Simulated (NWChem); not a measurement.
# BNH2F2 (SMILES NB(F)F): levels of theory compared

We compute a comparison of 3 runs (HF/def2-SVP, PBE0/def2-SVP, B2PLYP/6-31+G*) of BNH2F2. 

Program for the calculation: NWChem 7.3.0.

### Step 1. The molecule

BNH2F2: 6 atoms, total charge 0, spin state singlet. SMILES: `NB(F)F`. Geometry: relaxed at PBE0-D4/def2-TZVP.

Bond lengths: N1–B2 1.392 Å, B2–F3 1.330 Å, B2–F4 1.330 Å, N1–H5 1.003 Å, N1–H6 1.003 Å. Angles: N1–B2–F3 121.2°, N1–B2–F4 121.2°, F3–B2–F4 117.6°, B2–N1–H5 122.4°, B2–N1–H6 122.4°, H5–N1–H6 115.2°.

### Step 2. Energy and gradient at HF/def2-SVP (run 1)

Contents of m1.nw:

```
start m1
title "BF2H2N gradient"
memory 2200 mb
charge 0
geometry noautosym nocenter noautoz
   N       -0.210700       0.687600      -0.156800
   B        0.195300      -0.614700       0.121200
   F       -0.667400      -1.526100       0.560300
   F        1.459700      -0.991800      -0.042700
   H        0.425000       1.389500      -0.488700
   H       -1.159800       0.991400      -0.039400
end
basis spherical bse
   * library def2-SVP
end
scf
   thresh 1e-08
   maxiter 80
   print low
end
task scf gradient
```

The run is started by

```sh
$ nwchem m1.nw > m1.out
```

The program printed:

```text
[...]
  functions       =    66
[...]
  wavefunction    = RHF
[...]
         Total SCF energy =   -279.138765184013
      One-electron energy =   -611.472190426885
      Two-electron energy =    219.525986242370
 Nuclear repulsion energy =    112.807439000503
        Time for solution =      2.8s
[...]
                         RHF ENERGY GRADIENTS
    atom               coordinates                        gradient
                 x          y          z           x          y          z
   1 N      -0.398165   1.299376  -0.296309    0.000599  -0.002058   0.000448
   2 B       0.369063  -1.161615   0.229035   -0.001973   0.006300  -0.001361
   3 F      -1.261203  -2.883911   1.058813   -0.007879  -0.007282   0.003724
   4 F       2.758433  -1.874230  -0.080691    0.010970  -0.002568  -0.001613
   5 H       0.803134   2.625774  -0.923509    0.003626   0.003936  -0.001873
   6 H      -2.191704   1.873474  -0.074455   -0.005343   0.001671   0.000674
 Task  times  cpu:        3.9s     wall:        3.9s
 Total times  cpu:        3.9s     wall:        3.9s
```

Wall time 4.5 s (1 thread of Intel Xeon Platinum 8488C (Sapphire Rapids), shared host); peak memory 0.1 GiB.

### Step 3. Energy and forces at PBE0/def2-SVP (run 2)

Contents of bf2h2n.nw:

```
start bf2h2n
title "BF2H2N PBE0"
memory 2200 mb

geometry noautosym nocenter noautoz
  N       -0.210700       0.687600      -0.156800
  B        0.195300      -0.614700       0.121200
  F       -0.667400      -1.526100       0.560300
  F        1.459700      -0.991800      -0.042700
  H        0.425000       1.389500      -0.488700
  H       -1.159800       0.991400      -0.039400
end

basis "ao basis" spherical bse
  N library def2-SVP
  B library def2-SVP
  F library def2-SVP
  H library def2-SVP
end

dft
  xc pbe0
  grid xfine
  convergence energy 1e-08
  iterations 100
  mulliken
end

task dft gradient
```

The run is started by

```sh
$ nwchem bf2h2n.nw > bf2h2n.out
```

The program printed:

```text
[...]
          Wavefunction type:  closed shell.
          No. of atoms     :     6
          No. of electrons :    32
[...]
          Charge           :     0
          Spin multiplicity:     1
[...]
          AO basis - number of functions:    66
[...]
              XC Information
              --------------
                         PBE0 Method XC Functional
                     Hartree-Fock (Exact) Exchange  0.250
          PerdewBurkeErnzerhof Exchange Functional  0.750
            Perdew 1991 LDA Correlation Functional  1.000 local
           PerdewBurkeErnz. Correlation Functional  1.000 non-local
[...]
 d= 0,ls=0.0,diis     1   -280.0844210140 -3.93D+02  1.46D-02  7.00D-01     1.4
[...]
 d= 0,ls=0.0,diis     8   -280.1630606564 -4.40D-09  2.32D-06  6.66D-08    10.3
         Total DFT energy =     -280.163060656362
      One electron energy =     -611.680920112663
           Coulomb energy =      251.184470884352
    Exchange-Corr. energy =      -32.474050428553
 Nuclear repulsion energy =      112.807439000503
[...]
      Total Density - Mulliken Population Analysis
     ---------------------------------------------
    Atom       Charge   Shell Charges
 -----------   ------   -------------------------------------------------------
    1 N    7     7.16   1.99  0.95  0.35  2.50  1.36  0.01
    2 B    5     4.83   1.98  0.71  0.01  1.55  0.30  0.27
    3 F    9     9.14   1.99  1.13  0.73  3.37  1.92  0.01
    4 F    9     9.14   1.99  1.13  0.73  3.37  1.92  0.01
    5 H    1     0.86   0.71  0.10  0.05
    6 H    1     0.86   0.71  0.10  0.05
[...]
  wavefunction    = closed shell
                         DFT ENERGY GRADIENTS
    atom               coordinates                        gradient
                 x          y          z           x          y          z
   1 N      -0.398165   1.299376  -0.296309   -0.001289   0.004010  -0.000846
   2 B       0.369063  -1.161615   0.229035   -0.000532   0.001675  -0.000370
   3 F      -1.261203  -2.883911   1.058813   -0.000007   0.000073  -0.000014
   4 F       2.758433  -1.874230  -0.080691   -0.000013   0.000052  -0.000006
   5 H       0.803134   2.625774  -0.923509   -0.003669  -0.004051   0.001917
   6 H      -2.191704   1.873474  -0.074455    0.005510  -0.001758  -0.000681
[...]
```

Run time: 14 s. Hardware: 1 thread of Intel Xeon Platinum 8488C (Sapphire Rapids), shared host; peak memory 0.13 GiB.

### Step 4. A single-point energy at B2PLYP/6-31+G(d) (spherical functions) (run 3)

Contents of geom.nw:

```
start geom
title "BF2H2N"
memory total 2200 mb
geometry units angstroms noautosym nocenter noautoz
   N     -0.210700     0.687600    -0.156800
   B      0.195300    -0.614700     0.121200
   F     -0.667400    -1.526100     0.560300
   F      1.459700    -0.991800    -0.042700
   H      0.425000     1.389500    -0.488700
   H     -1.159800     0.991400    -0.039400
end
basis spherical bse
   * library 6-31+G*
end
dft
   xc hfexch 0.53 becke88 0.47 lyp 0.73 mp2 0.27
   dftmp2 semidirect
   grid xfine
   convergence energy 1e-08
   maxiter 100
   mulliken
   print medium
end
mp2
   freeze core 4
end
task dft energy
```

The run is started by

```sh
$ nwchem geom.nw > geom.out
```

The program printed:

```text
[...]
          Wavefunction type:  closed shell.
          No. of atoms     :     6
          No. of electrons :    32
[...]
          Charge           :     0
          Spin multiplicity:     1
[...]
          AO basis - number of functions:    76
[...]
              XC Information
              --------------
                     Hartree-Fock (Exact) Exchange  0.530
                    Becke 1988 Exchange Functional  0.470
              Lee-Yang-Parr Correlation Functional  0.730
[...]
 d= 0,ls=0.0,diis     1   -280.1749803919 -3.93D+02  1.01D-02  6.36D-01     2.0
[...]
 d= 0,ls=0.0,diis     9   -280.2462302855 -4.66D-09  6.19D-07  4.10D-09    16.1
         Total DFT energy =     -280.246230285537
      One electron energy =     -611.569542297540
           Coulomb energy =      250.874758435780
    Exchange-Corr. energy =      -32.358885424279
 Nuclear repulsion energy =      112.807439000503
[...]
      Total Density - Mulliken Population Analysis
     ---------------------------------------------
    Atom       Charge   Shell Charges
 -----------   ------   -------------------------------------------------------
    1 N    7     8.19   2.00  0.75  2.57  0.89  1.70  0.06  0.20  0.02
    2 B    5     3.71   2.00  0.50  1.33 -0.10 -0.21 -0.00  0.00  0.20
    3 F    9     9.47   2.00  0.93  3.33  1.01  1.95  0.04  0.19  0.01
    4 F    9     9.47   2.00  0.93  3.33  1.01  1.95  0.04  0.19  0.01
    5 H    1     0.58   0.50  0.08
    6 H    1     0.58   0.50  0.08
[...]
  Basis functions       =     76
[...]
```

It took 18 s on 1 thread of Intel Xeon Platinum 8488C (Sapphire Rapids), shared host; peak memory 0.19 GiB.

### Step 5. All runs side by side

| run | level | iteration cap | module | energy (Eh) | largest force (eV/Å) | wall time |
| --- | --- | --- | --- | --- | --- | --- |
| 1 | HF/def2-SVP | 80 | scf | -279.138765 | 0.585 | 4.5 s |
| 2 | PBE0/def2-SVP | 100 | dft | -280.163061 | 0.299 | 14 s |
| 3 | B2PLYP/6-31+G* (spherical functions) | 100 | dft | -280.437144 | – | 18 s |

### Step 6. Results

| quantity | value |
| --- | --- |
| run 3: total energy | -280.43714 Eh |
| run 3: dipole moment (SCF part) | 2.83 D |
| run 3: HOMO energy (SCF part's orbitals) | -10.05 eV |
| run 3: LUMO energy (SCF part's orbitals) | 0.35 eV |
| run 3: HOMO–LUMO gap (SCF part's orbitals) | 10.40 eV |

**Reading.** Totals of different functionals can't be ranked against each other. All runs together took 36 s, the longest 18 s.
